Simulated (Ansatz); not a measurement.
**C2H6InO radical: up Jacob's ladder to CCSD(T)**

An exercise on one series of results from a longer session: the logs are not shown, and one member is left open.

The runs use Ansatz 0.2.0, Gaussian basis; functionals in def2-TZVPP, the program's frozen cores in correlated methods.

Plan: LDA (SPW92), PBE-D4, revPBE-D4, BLYP-D4, r2SCAN-D4, B97M-V, PBE0-D4, B3LYP-D4, r2SCANh-D4, r2SCAN0-D4, HSE06-D4, BHLYP-D4, CAM-B3LYP-D4, LC-ωPBE, ωB97X-V, ωB97M-V, B2PLYP, PBE-QIDH; CCSD(T)/def2-SVP; MP2/def2-TZVPP; MP2/def2-QZVPP; RPA on PBE.

**The relaxed structure**

The geometry comes from an earlier relaxation with PBE0-D4 in a triple-zeta def2 set; it is a stationary point, not always the lowest conformer. In takes the def2 core potential; no spin-orbit term is included.

SMILES `C[O][In][CH3]`, 10 atoms, charge 0, spin multiplicity 2.

Atoms are counted from 1 here; the program's logs count them from 0.

Bond lengths: C1–O2 1.394 Å, C1–H5 1.099 Å, C1–H6 1.098 Å, C1–H7 1.099 Å, O2–In3 2.012 Å, In3–C4 2.206 Å, C4–H8 1.090 Å, C4–H9 1.089 Å, C4–H10 1.090 Å. Angles: O2–C1–H5 113.2°, O2–C1–H6 109.2°, O2–C1–H7 112.4°, H5–C1–H6 107.1°, H5–C1–H7 107.4°, H6–C1–H7 107.2°, C1–O2–In3 129.8°, O2–In3–C4 108.7°, In3–C4–H8 105.8°, In3–C4–H9 109.8°, In3–C4–H10 108.4°, H8–C4–H9 111.4°, H8–C4–H10 110.9°, H9–C4–H10 110.3°.

Set-up of the first run:

File in.yaml:

```yaml
crystal:
  periodic: [false, false, false]
  atoms:
    - {symbol: C, position_ang: [-1.215161, 1.750877, 0.897288]}
    - {symbol: O, position_ang: [-0.466686, 0.615130, 0.592541]}
    - {symbol: In, position_ang: [0.305433, 0.014852, -1.166003]}
    - {symbol: C, position_ang: [1.308280, -1.928155, -0.873602]}
    - {symbol: H, position_ang: [-0.789081, 2.675054, 0.481156]}
    - {symbol: H, position_ang: [-1.254555, 1.875621, 1.986968]}
    - {symbol: H, position_ang: [-2.252304, 1.677059, 0.540340]}
    - {symbol: H, position_ang: [1.392322, -2.060340, 0.205302]}
    - {symbol: H, position_ang: [2.286895, -1.913945, -1.350145]}
    - {symbol: H, position_ang: [0.684857, -2.706165, -1.313855]}
basis:
  gaussian: {orbitals: def2-TZVPP}
magnetization: {spin_polarized: true, initial_magnetization: 1}
hamiltonian: {xc: lda}
output: {orbitals: {seedname: orbitals}}
```

On the command line:

```
$ ansatz run in.yaml --threads 4 --pin off --events-out ev --progress --plain --max-ram 10444MiB
```

Among the steps run: LDA; PBE-D4 (GGA); revPBE-D4 (GGA); BLYP-D4 (GGA); r2SCAN-D4 (meta-GGA); B97M-V (meta-GGA); B3LYP-D4 (hybrid); r2SCANh-D4 (hybrid); r2SCAN0-D4 (hybrid); HSE06-D4 (hybrid); BHLYP-D4 (hybrid); CAM-B3LYP-D4 (range-separated); LC-ωPBE (range-separated); ωB97X-V (range-separated); ωB97M-V (range-separated); B2PLYP (double hybrid); PBE-QIDH (double hybrid).

One of the session's tables, all rows but one given; the rest of the session is left out.

It belongs to the step «Frontier levels by functional». 

```
  functional  HOMO (eV)  LUMO (eV)  gap (eV)
 LDA (SPW92)      -4.61      -3.95      0.66
      PBE-D4      -4.49      -3.62      0.87
   revPBE-D4      -4.44      -3.50      0.94
     BLYP-D4      -4.35      -3.63      0.72
   r2SCAN-D4      -4.83      -3.34      1.49
      B97M-V      -4.59      -3.79      0.81
     PBE0-D4      -5.56      -2.82      2.73
    B3LYP-D4      -5.34      -3.18      2.16
  r2SCANh-D4      -5.23      -3.05      2.18
  r2SCAN0-D4          ?          ?         ?
    HSE06-D4      -5.17      -3.19      1.98
    BHLYP-D4      -6.46      -2.12      4.34
CAM-B3LYP-D4      -6.76      -2.02      4.74
     LC-ωPBE      -8.03      -0.69      7.34
     ωB97X-V      -7.60      -1.04      6.57
     ωB97M-V      -7.58      -1.26      6.31
```

Q: Estimate the row for r2SCAN0-D4 from the others.

Worked estimate for «HOMO (eV)». Against the share of exact exchange, r2SCAN-D4 (0, -4.83), r2SCANh-D4 (0.1, -5.23) give a slope of -4.00 per unit share; at 0.25 the line stands at -5.83.

As computed: HOMO (eV): -5.83; LUMO (eV): -2.62; gap (eV): 3.20. In «HOMO (eV)» the line misses by 0.00.
